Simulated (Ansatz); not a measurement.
# FePt: the cost of one run

Method: DFT PBE, scalar-relativistic, plane waves, PAW, in Ansatz 0.2.0.

## (1) The system as given

Symmetry: P4/mmm, No. 123, tetragonal system. Conventional cell: a = 2.722 Å, b = 2.722 Å, c = 3.700 Å, α = 90.00°, β = 90.00°, γ = 90.00°. Around Fe (site symmetry 4/mmm) lie 8 Pt at 2.67 Å and 4 Fe at 2.72 Å. Pt (site symmetry 4/mmm) has 8 Fe at 2.67 Å and 4 Pt at 2.72 Å as nearest neighbours.

As a file:

```cif
data_structure
_symmetry_space_group_name_H-M 'P 1'
_symmetry_Int_Tables_number 1
_cell_length_a 2.7217
_cell_length_b 2.7217
_cell_length_c 3.7000
_cell_angle_alpha 90.000
_cell_angle_beta 90.000
_cell_angle_gamma 90.000
_cell_volume 27.41
loop_
_atom_site_label
_atom_site_type_symbol
_atom_site_fract_x
_atom_site_fract_y
_atom_site_fract_z
_atom_site_occupancy
Fe1 Fe 0.50000 0.50000 0.50000 1
Pt1 Pt 0.00000 0.00000 0.00000 1
```

The structure comes from the Crystallography Open Database.

(A quick probe on a coarse mesh, which set the mesh and smearing, is not shown.)

## (3) Relaxing cell and atoms

Contents of input.yaml:

```yaml
crystal:
  lattice:
    - [2.7216540008, 0.0, 0.0]
    - [0.0, 2.7216540008, 0.0]
    - [0.0, 0.0, 3.7]
  atoms:
    - { symbol: Fe, position: [0.5, 0.5, 0.5], spin: 3.27 }
    - { symbol: Pt, position: [0.0, 0.0, 0.0], spin: 0.45 }
basis:
  ecutwfc: 420
kpoints:
  mp_grid: { grid: [16, 16, 12] }
hamiltonian:
  xc: pbe
scf:
  occupations: { method: gaussian, width: 0.1 }
output:
  forces: true
  stress: true
  eigenvalues: true
  populations: true
magnetization:
  spin_polarized: true
relax:
  adjacent_minimum: "off"
  f_tol: 0.005
  max_steps: 80
  cell: { stress_tol: 0.05 }
```

Started as:

```bash
$ ansatz run input.yaml --threads 1 --pin off --max-ram 2560MiB --backend cpu --events-out ev --progress --plain --runs-dir out
```

What time and memory should one allow on 1 thread of Arm Neoverse N1, shared host?

About 4.5 min, with a peak of 0.58 GiB.
